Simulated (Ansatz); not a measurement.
# SF2 (SMILES FSF) at B3LYP/def2-TZVP

Aim: the electronic atomisation energy of SF2 at B3LYP/def2-TZVP, from 3 runs. 

Program for the calculation: Ansatz 0.2.0.

42 further runs of the same task are left out: 42 set aside as unsound or not needed.

## 1. The molecule

The species is SF2 (3 atoms), meant as a singlet with charge 0. SMILES: `FSF`. The shape is that of a PBE0-D4/def2-TZVP optimisation.

Bond lengths: F1–S2 1.590 Å, S2–F3 1.590 Å. Angles: F1–S2–F3 98.6°.

## 2. The energy at B3LYP/def2-TZVP

Input file input.yaml:

```yaml
crystal:
  periodic: [false, false, false]
  atoms:
    - {symbol: F, position_ang: [0.440140, 1.116450, 0.365400]}
    - {symbol: S, position_ang: [-0.601990, 0.126530, -0.315250]}
    - {symbol: F, position_ang: [0.161840, -1.242970, -0.050150]}
basis:
  gaussian:
    orbitals: def2-TZVP
hamiltonian:
  xc: {name: B3LYP}
accuracy: high
output: {orbitals: {seedname: orbitals}}
```

The run is started by

```bash
$ ansatz run input.yaml --threads 1 --pin off --max-ram 3480MiB --events-out events.jsonl --progress --plain --runs-dir runs
```

Output:

```text
Warning: RAYON_NUM_THREADS=1 ignored (pool sized by the plan → 1); use --threads N
Functional definition: B3LYP
  name "B3LYP"
  parameter a0 = 0.2
  parameter ax = 0.72
  parameter ac = 0.81
  exchange = (1 - a0 - ax)*slater_x + ax*b88_x + a0*exact_x
  correlation = (1 - ac)*vwn_rpa_c + ac*lyp_c
1532 factors; integrals over basis functions are off by at most 3.3e-9 eV
mean field evaluation 1: about -16268.9462 eV, gradient 3.8e1 eV
mean field evaluation 2: about -16264.3273 eV, gradient 6.9e1 eV
mean field evaluation 4: about -16270.8354 eV, gradient 7.2e-1 eV
mean field evaluation 8: about -16270.9651 eV, gradient 1.1e-1 eV
mean field evaluation 16: about -16270.9651 eV, gradient 1.5e-6 eV
mean field -16270.96509706 eV, -597.9469384607 hartree, gradient 4.2e-8 eV, S^2 0.000000; 0 other end points of the search recorded, 0 dependent functions left out
reference -16270.96512252 eV, -597.9469393962 hartree; 17, 17 occupied and 82, 82 virtual orbitals, 1532 factors
Total energy: -16270.96512252 eV, -597.9469393962 hartree
```

It took 4.8 s on 1 thread of Arm Neoverse V1, shared host; peak memory 0.23 GiB.

## 3. The F atom, same level

Input file molecule.yaml:

```yaml
crystal:
  periodic: [false, false, false]
  atoms:
    - {symbol: F, position_ang: [0.000000, 0.000000, 0.000000]}
basis:
  gaussian:
    orbitals: def2-TZVP
magnetization:
  spin_polarized: true
  initial_magnetization: 1
hamiltonian:
  xc: {name: B3LYP}
accuracy: high
```

Run the same way, it converges to -99.77015 Eh (log not shown).

## 4. The S atom

Input file run.yaml:

```yaml
crystal:
  periodic: [false, false, false]
  atoms:
    - {symbol: S, position_ang: [0.000000, 0.000000, 0.000000]}
basis:
  gaussian:
    orbitals: def2-TZVP
hamiltonian:
  xc: {name: B3LYP}
accuracy: high
total_charge: 0
magnetization:
  spin_polarized: true
  initial_magnetization: 2
```

Run the same way, it converges to -398.13237 Eh (log not shown).

## 5. Results

At B3LYP/def2-TZVP:

| quantity | value |
| --- | --- |
| molecule: total energy | -597.94694 Eh |
| molecule: HOMO energy | -6.95 eV |
| molecule: LUMO energy | -1.94 eV |
| molecule: HOMO–LUMO gap | 5.01 eV |
| F atom: total energy | -99.77015 Eh |
| F atom: ⟨S²⟩ | 0.752 |
| S atom: total energy | -398.13237 Eh |
| S atom: ⟨S²⟩ | 2.004 |
| electronic atomisation energy | 7.463 eV |

In words: Taking the molecule apart into free atoms costs 7.46 eV (720 kJ/mol), before zero-point energy and without spin-orbit coupling.
